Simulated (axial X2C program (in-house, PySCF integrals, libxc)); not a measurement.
**Linear ClSeCl at several levels**

How do method and spin–orbit coupling move the bonds and stretches of ClSeCl, held linear?

The runs use an in-house X2C program for linear molecules on PySCF integrals; all-electron X2C, two-component (2c) or spin-free, Cl dyall-av3z, Se dyall-v3z.

All values are calculated.

2 further runs of the same task are left out: 2 set aside as unsound or not needed.

### Step 1. The job

The input, task.json:

```json
{"zs": [17, 34, 17], "q": 0, "bas": ["dyall-av3z", "dyall-v3z", "dyall-av3z"], "r0": [2.15, 2.15], "symm": 1, "scan": ["PBE0", "HF", "r2SCAN"], "levels": ["PBE0", "HF", "PBE"], "nst": 2}
```

Keys: zs atomic numbers; q charge; bas basis sets; r0 starting distance in Å; symm equal bonds; scan levels of the two-bond scan; levels methods; nst determinants followed.

The run is started by

```console
$ python solin.py task.json out
```

Masses Cl 34.969, Se 79.917, Cl 34.969 u.

### Step 2. Scan at PBE0, 2c

State: Ω = 1 (beyond evenly filled blocks: ω = -1/2, ω = 3/2). Energies above the lowest point, from the job's result record:

| r(Cl–Se) (Å) | r(Se–Cl) (Å) | E (meV) |
| --- | --- | --- |
| 2.2132 | 2.2132 | 47.18 |
| 2.2132 | 2.2700 | 17.89 |
| 2.2132 | 2.3267 | 24.75 |
| 2.2700 | 2.2132 | 17.89 |
| 2.2700 | 2.2700 | 0.00 |
| 2.2700 | 2.3267 | 17.34 |
| 2.2700 | 2.3835 | 62.41 |
| 2.3267 | 2.2132 | 24.75 |
| 2.3267 | 2.2700 | 17.34 |
| 2.3267 | 2.3267 | 44.30 |
| 2.3835 | 2.2700 | 62.41 |
| 2.3835 | 2.3835 | 160.20 |

A quadratic surface with cubic terms in each bond gives the minimum at 2.269 and 2.269 Å, force constants 1.73, 1.73 and coupling 0.48 mdyn/Å.

### Step 3. Scan at r2SCAN, 2c

State: Ω = 1 (beyond evenly filled blocks: ω = -1/2, ω = 3/2). Energies above the lowest point, from the job's result record:

```
r(Cl–Se) (Å)  r(Se–Cl) (Å)  E (meV)
      2.2132        2.2132    73.42
      2.2132        2.2700    31.15
      2.2132        2.3267    25.14
      2.2700        2.2132    31.15
      2.2700        2.2700     0.00
      2.2700        2.3267     4.22
      2.2700        2.3835    36.05
      2.3267        2.2132    25.14
      2.3267        2.2700     4.22
      2.3267        2.3267    17.80
      2.3835        2.2700    36.05
      2.3835        2.3835   106.56
```

A quadratic surface with cubic terms in each bond gives the minimum at 2.286 and 2.286 Å, force constants 1.62, 1.62 and coupling 0.47 mdyn/Å.

### Step 4. Scan at PBE0, spin-free

State: M_S = 1, Λ = 0 (beyond evenly filled blocks: π+α, π-α). Energies above the lowest point, from the job's result record:

```csv
r(Cl–Se) (Å),r(Se–Cl) (Å),E (meV)
2.2132,2.2132,45.79
2.2132,2.2700,17.18
2.2132,2.3267,24.67
2.2700,2.2132,17.18
2.2700,2.2700,0.00
2.2700,2.3267,18.00
2.2700,2.3835,63.68
2.3267,2.2132,24.67
2.3267,2.2700,18.00
2.3267,2.3267,45.62
2.3835,2.2700,63.68
2.3835,2.3835,162.82
```

A quadratic surface with cubic terms in each bond gives the minimum at 2.268 and 2.268 Å, force constants 1.73, 1.73 and coupling 0.48 mdyn/Å.

### Step 5. Comparison

| level | r(Cl–Se) (Å) | r(Se–Cl) (Å) | lower stretch (cm⁻¹) | upper stretch (cm⁻¹) |
| --- | --- | --- | --- | --- |
| PBE0, 2c | 2.269 | 2.269 | 327.4 | 337.4 |
| r2SCAN, 2c | 2.286 | 2.286 | 318.5 | 324.5 |
| PBE0, spin-free | 2.268 | 2.268 | 327.7 | 337.7 |
| r2SCAN, spin-free | 2.286 | 2.286 | 318.8 | 324.8 |

Scans not shown above were run alike.

**Reading.** Over the levels the Cl–Se bond spans 2.268 to 2.286 Å and the Se–Cl bond 2.268 to 2.286 Å. At PBE0 spin–orbit coupling leaves both bonds unchanged to 0.001 Å. Each state is one determinant, the lowest of a limited PBE0 search; the stretches come from a fit to few points and are good to some per cent at best. The stretches are sorted by size, and where the two bonds are alike the symmetric and antisymmetric modes can swap order between levels. The molecule was held linear; bending was not examined, so a bent shape may lie lower. Open-shell Ω = 0 determinants with evenly filled partner blocks cannot be reached by this program, so the Ω shown need not be the lowest component. Note: several unpaired electrons, one determinant need not be a pure state.
